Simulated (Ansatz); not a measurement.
# Zr2F3: the cost of one run

Program: Ansatz 0.2.0. Level of theory: DFT PBE, scalar-relativistic, plane waves, PAW. These are calculated values, not measurements.

### 1 The starting structure

It takes space group Pmmm (No. 47, orthorhombic). Conventional cell: a = 3.469 Å, b = 3.915 Å, c = 6.167 Å, α = 90.00°, β = 90.00°, γ = 90.00°. Around Zr (site symmetry mm2) lie 3 F at 1.44 to 1.98 Å. Around F (site symmetry 2mm) lie 1 F at 1.24 Å and 2 Zr at 1.98 Å. Around F (site symmetry mmm) lie 2 Zr at 1.44 Å.

Coordinates:

```xyz
5
Lattice="3.4689 0.0000 0.0000 0.0000 3.9149 0.0000 0.0000 0.0000 6.1673" Properties=species:S:1:pos:R:3 pbc="T T T"
Zr    0.0000    1.9575    4.5239
Zr    0.0000    1.9575    1.6433
F     2.3562    1.9575    0.0000
F     1.1127    1.9575    0.0000
F     0.0000    1.9575    3.0836
```

The cell is invented: random cell by space group and Wyckoff sites (Pmmm, No. 47). The dimensions are guesses.

### 2 The guess as it stands, on a coarse mesh

input.yaml reads:

```yaml
crystal:
  lattice:
    - [3.46888943, 0.0, 0.0]
    - [0.0, 3.91490102, 0.0]
    - [0.0, 0.0, 6.1672582]
  atoms:
    - { symbol: Zr, position: [0.0, 0.5, 0.73354143] }
    - { symbol: Zr, position: [0.0, 0.5, 0.26645857] }
    - { symbol: F, position: [0.67923794, 0.5, 0.0] }
    - { symbol: F, position: [0.32076206, 0.5, 0.0] }
    - { symbol: F, position: [0.0, 0.5, 0.5] }
basis:
  ecutwfc: 420
kpoints:
  mp_grid: { grid: [6, 4, 4] }
hamiltonian:
  xc: pbe
scf:
  occupations: { method: gaussian, width: 0.1 }
  lower_state_search: "off"
output:
  forces: true
  stress: true
  eigenvalues: true
```

Run with:

```bash
$ ansatz run input.yaml --threads 1 --pin off --max-ram 2560MiB --backend cpu --events-out ev --progress --plain --runs-dir out
```

What time and memory should one allow on 1 thread of Intel Xeon at 2.50GHz (Skylake/Cascade Lake), shared host?

About 9.9 s, with a peak of 0.39 GiB.
